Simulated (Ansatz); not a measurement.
# ClGaH7N2P: the cost of one run

Program: Ansatz 0.2.0. Level of theory: RKS B3LYP/def2-SVP. These are calculated values, not measurements.

**1. The starting structure**

Bond lengths: Ga1–Cl2 2.590 Å, Ga1–N3 1.930 Å, N3–H4 1.060 Å, N3–H5 1.060 Å, Ga1–N6 1.930 Å, N6–H7 1.060 Å, N6–H8 1.060 Å, Ga1–P9 2.590 Å, P9–H10 1.420 Å, P9–H11 1.420 Å, Cl2–H12 1.549 Å, P9–H12 1.612 Å. Angles (14 of 20 angles, heavy atoms first): Cl2–Ga1–N3 120.0°, Cl2–Ga1–N6 120.0°, Cl2–Ga1–P9 71.6°, N3–Ga1–N6 120.0°, N3–Ga1–P9 96.8°, N6–Ga1–P9 101.3°, Ga1–Cl2–H12 71.1°, Ga1–N3–H4 120.0°, Ga1–N3–H5 120.0°, Ga1–N6–H7 120.0°, Ga1–N6–H8 120.0°, Ga1–P9–H10 109.5°, Ga1–P9–H11 109.5°, Ga1–P9–H12 70.4°.

Structure file:

```xyz
12

Ga    0.0000    0.0000    0.0000
Cl    0.0000    0.0000    2.5900
N     1.6714    0.0000   -0.9650
H     2.1380   -0.9179   -1.2168
H     2.1227    0.9179   -1.2432
N    -1.6714    0.0000   -0.9650
H    -2.3403   -0.8164   -0.8664
H    -1.9204    0.8164   -1.5936
P     0.1161    2.4551    0.8167
H     0.6765    2.4949    2.1208
H     0.9275    3.2117   -0.0697
H     0.0692    1.4638    2.0875
```

**2. Pulling towards end A**

Springs on the bonds that form and break draw the guess towards this end; the thresholds are loose.

Input file input.yaml:

```yaml
crystal:
  periodic: [false, false, false]
  atoms:
    - { symbol: Ga, position_ang: [0.0, 0.0, 0.0] }
    - { symbol: Cl, position_ang: [0.0, 0.0, 2.59] }
    - { symbol: "N", position_ang: [1.6714, 0.0, -0.965] }
    - { symbol: H, position_ang: [2.138, -0.9179, -1.2168] }
    - { symbol: H, position_ang: [2.1227, 0.9179, -1.2432] }
    - { symbol: "N", position_ang: [-1.6714, 0.0, -0.965] }
    - { symbol: H, position_ang: [-2.3403, -0.8164, -0.8664] }
    - { symbol: H, position_ang: [-1.9204, 0.8164, -1.5936] }
    - { symbol: P, position_ang: [0.1161, 2.4551, 0.8167] }
    - { symbol: H, position_ang: [0.6765, 2.4949, 2.1208] }
    - { symbol: H, position_ang: [0.9275, 3.2117, -0.0697] }
    - { symbol: H, position_ang: [0.0692, 1.4638, 2.0875] }
basis:
  gaussian: { orbitals: def2-SVP }
hamiltonian:
  xc: b3lyp
relax:
  f_tol: 0.15
  max_steps: 25
  restrain:
    - { distance: [0, 8], at: 3.49, k: 30.0 }
    - { distance: [11, 1], at: 2.57, k: 30.0 }
    - { distance: [0, 1], at: 2.24, k: 30.0 }
    - { distance: [11, 8], at: 1.42, k: 30.0 }
```

On the command line:

```sh
> ansatz run input.yaml --threads 4 --pin off --max-ram 5120MiB --backend cpu --events-out ev --progress --plain --runs-dir out
```

Q: Estimate wall time and peak memory on 4 threads of Intel Xeon 6975P-C (Granite Rapids), shared host.

About 22 s, with a peak of 0.39 GiB.
